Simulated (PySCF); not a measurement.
# GeSBr2: structure of the singlet

Aim: relax GeSBr2 as a singlet from a hand-made T-shaped (ligand arrangement 2) geometry, check by its vibrations whether the end is a minimum, and collect its spectrum and constants.

Method: PBE0, basis Ge def2-TZVP, S def2-TZVP, Br def2-TZVP, no relativity, density fitting; program: PySCF 2.14.0.

### 1 The system as given

4 atoms, charge 0, spin multiplicity 1.

Bond lengths: Ge1–S2 2.050 Å, Ge1–Br3 2.350 Å, Ge1–Br4 2.350 Å. Angles: S2–Ge1–Br3 88.0°, S2–Ge1–Br4 88.0°, Br3–Ge1–Br4 176.0°.

Coordinates in bohr (charge 0 multiplicity 1):
```
Ge    0.0000    0.0000   -0.5624
S     0.0000    0.0000    3.3116
Br    4.4382    0.0000   -0.4074
Br   -4.4382    0.0000   -0.4074
```

### 2 Relaxation: T-shaped (ligand arrangement 2) start, singlet

The steps below are one call of a driver around PySCF. For each, scf.py gives the equivalent set-up of the SCF; relaxations use the driver's own optimiser. Before each start the driver seeks the lowest SCF state from one or more starting densities and follows internal instabilities, so scf.py alone need not reach the same state.

The program finds C2v symmetry in the start, which this walk keeps.

scf.py

```python
from pyscf import gto, scf, dft
mol = gto.M(atom='''
Ge     0.000000     0.000000    -0.297597
S      0.000000     0.000000     1.752403
Br     2.348600    -0.000000    -0.215597
Br    -2.348600     0.000000    -0.215597''',
    basis={'Ge': 'def2-TZVP', 'S': 'def2-TZVP', 'Br': 'def2-TZVP'},
    charge=0, spin=0)
mf = dft.RKS(mol, xc='PBE0')
mf.grids.atom_grid = (50, 194)
aux = {'Ge': 'def2-universal-JKFIT', 'S': 'def2-universal-JKFIT', 'Br': 'def2-universal-JKFIT'}
mf = mf.density_fit(auxbasis=aux)
mf.kernel()
```

Further steps of the session: Frequencies.

**Question.** What will these runs give? Wanted: minimum; geometry; wavenumbers; dipole moment; highest occupied, lowest empty level; polar-tensor charge of Ge1; zero-point energy; atomisation energy.

**Answer**, as computed:

| quantity | value |
| --- | --- |
| minimum | singlet, C2v |
| geometry | Ge–Br 2.275 Å (×2), Ge–S 2.013 Å; Br–Ge–Br 106.0°, Br–Ge–S 127.0° (×2) |
| wavenumbers (cm⁻¹) | 104 (a1), 127 (b2), 128 (b1), 279 (a1), 329 (b2), 584 (a1) |
| dipole moment | 1.71 D |
| highest occupied, lowest empty level | -7.64, -2.85 eV |
| polar-tensor charge of Ge1 | +1.37 e |
| zero-point energy | 9.3 kJ/mol |
| entropy at 298.15 K | 352.3 J/(mol K) |
| atomisation energy (no zero-point energy) | 987 kJ/mol |

**Reading.** The T-shaped (ligand arrangement 2) start keeps its C2v symmetry and ends in a minimum. In the infrared the band at 329 cm⁻¹ (b2, stretch) leads. Other starts or spin states, not run here, may lie lower.
